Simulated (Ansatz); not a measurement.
# C₁₂H₈N₂: one species, many methods

The task here is to estimate one member of a computed series from the others.

Method: functionals in def2-TZVPP, the program's frozen cores in correlated methods; program: Ansatz 0.2.0, Gaussian basis.

Levels to be run: LDA (SPW92), PBE-D4, revPBE-D4, BLYP-D4, r2SCAN-D4, B97M-V, PBE0-D4, B3LYP-D4, r2SCANh-D4, r2SCAN0-D4, HSE06-D4, BHLYP-D4, CAM-B3LYP-D4, LC-ωPBE, ωB97X-V, ωB97M-V, B2PLYP, PBE-QIDH; CCSD(T)/def2-SVP; CCSD(T)/def2-TZVPP; MP2/def2-QZVPP; extrapolation to the limit; RPA on PBE.

## The relaxed structure

All runs share one geometry, relaxed beforehand with PBE0-D4 in a triple-zeta def2 set.

SMILES `c1ccc2nc3ccccc3nc2c1`, 22 atoms, charge 0, spin multiplicity 1.

Atoms are counted from 1 here; the program's logs count them from 0.

Bond lengths: C1–C2 1.420 Å, C1–C14 1.360 Å, C1–H15 1.084 Å, C2–C3 1.360 Å, C2–H16 1.084 Å, C3–C4 1.420 Å, C3–H17 1.083 Å, C4–N5 1.330 Å, C4–C13 1.435 Å, N5–C6 1.330 Å, C6–C7 1.420 Å, C6–C11 1.435 Å, C7–C8 1.360 Å, C7–H18 1.083 Å, C8–C9 1.420 Å, C8–H19 1.084 Å, C9–C10 1.360 Å, C9–H20 1.084 Å and more. Angles: C2–C1–C14 120.8°, C2–C1–H15 119.2°, C14–C1–H15 120.0°, C1–C2–C3 120.8°, C1–C2–H16 119.2°, C3–C2–H16 120.0°, C2–C3–C4 120.2°, C2–C3–H17 122.2°, C4–C3–H17 117.6°, C3–C4–N5 119.5°, C3–C4–C13 119.0°, N5–C4–C13 121.5°, C4–N5–C6 117.0°, N5–C6–C7 119.5°, N5–C6–C11 121.5°, C7–C6–C11 119.0°, C6–C7–C8 120.2°, C6–C7–H18 117.6° and more.

Set-up of the first run:

The input, in.yaml:

```yaml
crystal:
  periodic: [false, false, false]
  atoms:
    - {symbol: C, position_ang: [-0.502925, -3.487767, -0.805565]}
    - {symbol: C, position_ang: [-1.714218, -3.179727, -0.131072]}
    - {symbol: C, position_ang: [-1.943012, -1.930187, 0.354010]}
    - {symbol: C, position_ang: [-0.967054, -0.911607, 0.190936]}
    - {symbol: N, position_ang: [-1.204622, 0.306347, 0.670754]}
    - {symbol: C, position_ang: [-0.257268, 1.222969, 0.490751]}
    - {symbol: C, position_ang: [-0.456419, 2.540390, 0.982008]}
    - {symbol: C, position_ang: [0.502883, 3.487794, 0.805474]}
    - {symbol: C, position_ang: [1.714277, 3.179690, 0.131193]}
    - {symbol: C, position_ang: [1.943030, 1.930176, -0.353973]}
    - {symbol: C, position_ang: [0.967075, 0.911594, -0.190893]}
    - {symbol: N, position_ang: [1.204610, -0.306340, -0.670781]}
    - {symbol: C, position_ang: [0.257249, -1.222958, -0.490791]}
    - {symbol: C, position_ang: [0.456400, -2.540377, -0.982051]}
    - {symbol: H, position_ang: [-0.348132, -4.492528, -1.181631]}
    - {symbol: H, position_ang: [-2.461004, -3.955210, -0.005105]}
    - {symbol: H, position_ang: [-2.858418, -1.670385, 0.871863]}
    - {symbol: H, position_ang: [-1.388411, 2.750399, 1.492817]}
    - {symbol: H, position_ang: [0.348029, 4.492591, 1.181419]}
    - {symbol: H, position_ang: [2.461114, 3.955141, 0.005329]}
    - {symbol: H, position_ang: [2.858454, 1.670363, -0.871790]}
    - {symbol: H, position_ang: [1.388365, -2.750368, -1.492916]}
basis:
  gaussian: {orbitals: def2-TZVPP}
hamiltonian: {xc: lda}
output: {orbitals: {seedname: orbitals}}
```

Command:

```sh
$ ansatz run in.yaml --threads 4 --pin off --events-out ev --progress --plain --max-ram 46080MiB --backend cuda --devices 0, --max-vram 37GiB
```

Among the steps run: LDA; PBE-D4 (GGA); revPBE-D4 (GGA); BLYP-D4 (GGA); r2SCAN-D4 (meta-GGA); B97M-V (meta-GGA); B3LYP-D4 (hybrid); r2SCANh-D4 (hybrid); r2SCAN0-D4 (hybrid); HSE06-D4 (hybrid); BHLYP-D4 (hybrid); CAM-B3LYP-D4 (range-separated); LC-ωPBE (range-separated); ωB97X-V (range-separated); ωB97M-V (range-separated); B2PLYP (double hybrid); PBE-QIDH (double hybrid).

One of the session's tables, all rows but one given; the rest of the session is left out.

It belongs to the step «Orbital energies across the functionals». 

| functional | HOMO (eV) | LUMO (eV) | gap (eV) |
| --- | --- | --- | --- |
| LDA (SPW92) | -5.83 | -3.59 | 2.24 |
| PBE-D4 | -5.66 | -3.33 | 2.33 |
| revPBE-D4 | -5.59 | -3.24 | 2.35 |
| BLYP-D4 | -5.56 | -3.14 | 2.42 |
| r2SCAN-D4 | -5.89 | -3.29 | 2.60 |
| B97M-V | ? | ? | ? |
| PBE0-D4 | -6.60 | -2.62 | 3.99 |
| B3LYP-D4 | -6.40 | -2.74 | 3.66 |
| r2SCANh-D4 | -6.21 | -3.02 | 3.20 |
| r2SCAN0-D4 | -6.70 | -2.61 | 4.09 |
| HSE06-D4 | -6.23 | -2.97 | 3.26 |
| BHLYP-D4 | -7.26 | -1.70 | 5.55 |
| CAM-B3LYP-D4 | -7.69 | -1.65 | 6.04 |
| LC-ωPBE | -8.89 | -0.81 | 8.07 |
| ωB97X-V | -8.55 | -0.76 | 7.79 |
| ωB97M-V | -8.48 | -0.79 | 7.70 |

Estimate the missing values for B97M-V.

As computed: HOMO (eV): -5.83; LUMO (eV): -3.18; gap (eV): 2.65.
